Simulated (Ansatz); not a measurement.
**C₃H₇FSi: one species, many methods**

An exercise on one series of results from a longer session: the logs are not shown, and one member is left open.

The runs use Ansatz 0.2.0, Gaussian basis; functionals in def2-TZVPP, the program's frozen cores in correlated methods.

Levels to be run: PBE-D4, r2SCAN-D4, PBE0-D4, B3LYP-D4, ωB97X-V, ωB97M-V, B2PLYP; CCSD(T)/def2-TZVPP; MP2/def2-QZVPP; extrapolation to the limit.

## Structure used throughout

All runs share one geometry, relaxed beforehand with PBE0-D4 in a triple-zeta def2 set.

12 atoms, charge 0, spin multiplicity 1.

Atoms are counted from 1 here; the program's logs count them from 0.

Bond lengths: C1–C2 1.488 Å, C1–H6 1.089 Å, C1–H7 1.094 Å, C1–H8 1.094 Å, C2–C3 1.328 Å, C2–H9 1.086 Å, C3–F4 1.360 Å, C3–Si5 1.870 Å, Si5–H10 1.484 Å, Si5–H11 1.486 Å, Si5–H12 1.486 Å. Angles: C2–C1–H6 111.6°, C2–C1–H7 110.6°, C2–C1–H8 110.6°, H6–C1–H7 108.5°, H6–C1–H8 108.5°, H7–C1–H8 106.8°, C1–C2–C3 125.9°, C1–C2–H9 118.1°, C3–C2–H9 116.0°, C2–C3–F4 119.2°, C2–C3–Si5 126.4°, F4–C3–Si5 114.3°, C3–Si5–H10 107.5°, C3–Si5–H11 110.3°, C3–Si5–H12 110.3°, H10–Si5–H11 110.1°, H10–Si5–H12 110.1°, H11–Si5–H12 108.5°.

Set-up of the first run:

The input, in.yaml:

```yaml
crystal:
  periodic: [false, false, false]
  atoms:
    - {symbol: C, position_ang: [-1.908839, -0.394933, 0.775797]}
    - {symbol: C, position_ang: [-0.518528, 0.092989, 0.568216]}
    - {symbol: C, position_ang: [0.253238, -0.174510, -0.479118]}
    - {symbol: F, position_ang: [-0.230462, -0.962193, -1.476316]}
    - {symbol: Si, position_ang: [2.001034, 0.429765, -0.753196]}
    - {symbol: H, position_ang: [-2.239094, -1.026350, -0.047968]}
    - {symbol: H, position_ang: [-2.602622, 0.445945, 0.868775]}
    - {symbol: H, position_ang: [-1.981163, -0.968492, 1.704579]}
    - {symbol: H, position_ang: [-0.080016, 0.726814, 1.332752]}
    - {symbol: H, position_ang: [2.371934, 1.268567, 0.413990]}
    - {symbol: H, position_ang: [2.931694, -0.722139, -0.870871]}
    - {symbol: H, position_ang: [2.079824, 1.229440, -2.002638]}
basis:
  gaussian: {orbitals: def2-TZVPP}
hamiltonian: {xc: pbe, dispersion: d4}
output: {forces: true, orbitals: {seedname: orbitals}}
```

Command:

```console
$ ansatz run in.yaml --threads 4 --pin off --events-out ev --progress --plain --max-ram 10444MiB
```

Steps of the session up to this table: PBE-D4 (GGA); r2SCAN-D4 (meta-GGA); PBE0-D4 (hybrid); B3LYP-D4 (hybrid); ωB97X-V (range-separated); ωB97M-V (range-separated); B2PLYP (double hybrid); CCSD(T) in def2-TZVPP; MP2 in def2-QZVPP.

One of the session's tables, all rows but one given; the rest of the session is left out.

```
            method  atomisation energy (eV)
            PBE-D4                   47.698
         r2SCAN-D4                   46.963
           PBE0-D4                        ?
          B3LYP-D4                   46.873
           ωB97X-V                   46.955
           ωB97M-V                   46.938
            B2PLYP                   46.368
     HF/def2-TZVPP                   34.913
    MP2/def2-TZVPP                   46.241
   CCSD/def2-TZVPP                   45.047
CCSD(T)/def2-TZVPP                   45.685
           MP2/CBS                   47.343
       CCSD(T)/CBS                   46.788
```

Estimate the missing values for PBE0-D4.

The run gave: atomisation energy (eV): 46.948. In the column «atomisation energy (eV)» it lies between ωB97M-V (46.938) and ωB97X-V (46.955).

Caveats from the session: Free atoms (3 C, 1 F, 1 Si, 7 H) were run apart at each level; the atomisation energy is their sum less the molecule, without zero-point or spin-orbit terms.
